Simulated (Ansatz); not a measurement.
# Si: the cost of one run

Computed with Ansatz 0.2.0 (DFT LDA, scalar-relativistic, unless a step's input says otherwise).

**1. The starting structure**

It takes space group Fd-3m (No. 227, cubic). Conventional cell: a = 5.431 Å, b = 5.431 Å, c = 5.431 Å, α = 90.00°, β = 90.00°, γ = 90.00°. Si (site symmetry -43m) has 4 Si at 2.35 Å as nearest neighbours.

Coordinates:

```
Si
1.0
     0.00000    2.71547    2.71547
     2.71547    0.00000    2.71547
     2.71547    2.71547    0.00000
Si
2
Direct
  0.50000 0.50000 0.50000
  0.75000 0.75000 0.75000
```

Atoms are numbered in the order of the input: Si1, Si2.

**2. The deformed structure**

Space group Fd-3m before, R-3m after.

**3. All-electron LAPW**

Input file input.yaml:

```yaml
crystal:
  lattice:
    - [0.0543094, 2.7426247, 2.7426247]
    - [2.7426247, 0.0543094, 2.7426247]
    - [2.7426247, 2.7426247, 0.0543094]
  atoms:
    - { symbol: Si, position: [0.5, 0.5, 0.5] }
    - { symbol: Si, position: [0.75, 0.75, 0.75] }
kpoints:
  mp_grid: { grid: [11, 11, 11] }
  band_path:
    path:
      - [0.0, 0.0, 0.0]
      - [0.5, 0.5, 0.5]
      - [0.2451701269, 0.5, 0.7548298731]
      - [-0.2451701269, 0.2451701269, 0.5]
      - [0.0, 0.0, 0.5]
      - [0.0, 0.0, 0.0]
      - [-0.3725850634, 0.0, 0.3725850634]
      - [0.0, 0.3725850634, 0.6274149366]
      - [0.0, 0.5, 0.5]
    npoints: 5
scf:
  occupations: { method: fermi_dirac, width: 0.08 }
hamiltonian:
  xc: lda
  pseudopotentials: { kind: all_electron, lapw: { basis_error: 0.00025 } }
output:
  forces: true
  stress: true
  eigenvalues: true
```

Run with:

```sh
ansatz run input.yaml --threads 1 --pin off --max-ram 3072MiB --backend cpu --events-out ev --progress --plain --runs-dir out
```

Q: Estimate wall time and peak memory on 1 thread of Arm Neoverse V2, shared host.

About 21 s, with a peak of 0.4 GiB.
